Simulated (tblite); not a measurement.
# C4H13FN2Si2: the cost of one run

Computed with tblite 0.8.0 and PySCF 2.14.0, with density-fitted response routines of our own, on a single molecule in the gas phase. Atoms count from 0, in the outputs and in this text.

## Step 1: The molecule as given

22 atoms, charge 0, multiplicity 1; geometry from: force field or distance geometry start.

Bonds of the start (Å): F0–Si1 1.60, Si1–N2 1.69, N2–C3 1.48, C3–C4 1.53, C4–C5 1.55, C5–C6 1.55, C6–N7 1.48, N7–Si8 1.71, C6–C3 1.57, Si1–H9 1.49, Si1–H10 1.48, N2–H11 1.01, C3–H12 1.10, C4–H13 1.10, C4–H14 1.09, C5–H15 1.09, C5–H16 1.09, C6–H17 1.09, N7–H18 1.01, Si8–H19 1.48, Si8–H20 1.48, Si8–H21 1.47.

## Step 2: Relaxing the molecule with GFN2-xTB

The job: settings as JSON, then the geometry in Å.

```
{"job": {"kind": "relax", "xc": "GFN2-xTB", "basis": "xTB"}, "charge": 0, "multiplicity": 1}
F     -2.403600    -2.595300     1.400000
Si    -2.184200    -1.008900     1.499700
N     -1.233400    -0.564400     0.175500
C     -0.711400     0.797500    -0.069500
C     -1.096100     1.203400    -1.496900
C      0.213400     0.555000    -2.003100
C      0.772500     0.742600    -0.568300
N      1.471700    -0.487200    -0.147900
Si     2.413600    -0.593300     1.273300
H     -1.417200    -0.709100     2.742500
H     -3.471700    -0.289200     1.471200
H     -0.498400    -1.255500     0.094000
H     -0.921100     1.538100     0.723000
H     -1.110000     2.292400    -1.648500
H     -2.021800     0.801500    -1.919900
H      0.742400     1.113000    -2.769100
H      0.088100    -0.475700    -2.337900
H      1.330500     1.669900    -0.442300
H      2.039700    -0.875300    -0.892700
H      1.577500    -0.147700     2.416000
H      3.573500     0.302700     1.084700
H      2.835500    -1.995200     1.415300
```

Command:

```sh
$ OMP_NUM_THREADS=1 python probes_run.py task.json out
```

The driver reads the jobs from task.json and runs them one after another.

**Question.** How long does this first job take on 1 thread of Arm Neoverse N1, shared host?

About 1.8 s.
